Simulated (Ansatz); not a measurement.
# In2Te2S: the cost of one run

Method: DFT PBE, scalar-relativistic, plane waves, PAW, in Ansatz 0.2.0.

## Step 1: The starting structure

It takes space group R-3m (No. 166, trigonal). The conventional cell has a = 4.175 Å, b = 4.175 Å, c = 30.676 Å, α = 90.00°, β = 90.00°, γ = 120.00°. In (site symmetry 3m) has 3 Te at 2.95 Å in its first shell of neighbours. Te (site symmetry 3m) is surrounded by 3 In at 2.95 Å and 3 S at 3.00 Å. S (site symmetry -3m) has 6 Te at 3.00 Å in its first shell of neighbours.

Coordinates:

```
In Te S
1.0
     2.08742    1.20517   10.22527
    -2.08742    1.20517   10.22527
     0.00000   -2.41034   10.22527
In Te S
2 2 1
Direct
  0.21960 0.21960 0.21960
  0.78040 0.78040 0.78040
  0.60828 0.60828 0.60828
  0.39172 0.39172 0.39172
  0.00000 0.00000 0.00000
```

Recipe of the guess: species swapped into a database cell of Bi2Te2Se (R-3m, No. 166), with Te on the Bi sites, In on the Te sites and S on the Se sites. The dimensions are guesses.

## Step 2: A first look at the guess

Contents of input.yaml:

```yaml
crystal:
  lattice:
    - [2.08741547, 1.20516988, 10.22526837]
    - [-2.08741547, 1.20516988, 10.22526837]
    - [0.0, -2.41033977, 10.22526837]
  atoms:
    - { symbol: In, position: [0.21959513, 0.21959513, 0.21959513] }
    - { symbol: In, position: [0.78040487, 0.78040487, 0.78040487] }
    - { symbol: Te, position: [0.60827875, 0.60827875, 0.60827875] }
    - { symbol: Te, position: [0.39172125, 0.39172125, 0.39172125] }
    - { symbol: S, position: [0.0, 0.0, 0.0] }
basis:
  ecutwfc: 420
kpoints:
  mp_grid: { grid: [6, 6, 6] }
hamiltonian:
  xc: pbe
scf:
  occupations: { method: gaussian, width: 0.1 }
  lower_state_search: "off"
output:
  forces: true
  stress: true
  eigenvalues: true
```

Started as:

```sh
> ansatz run input.yaml --threads 1 --pin off --max-ram 2560MiB --backend cpu --events-out ev --progress --plain --runs-dir out
```

**Question.** How long does this run take on 1 thread of Intel Xeon at 2.50GHz (Skylake/Cascade Lake), shared host, and how much memory does it need?

About 27 s, with a peak of 0.5 GiB.
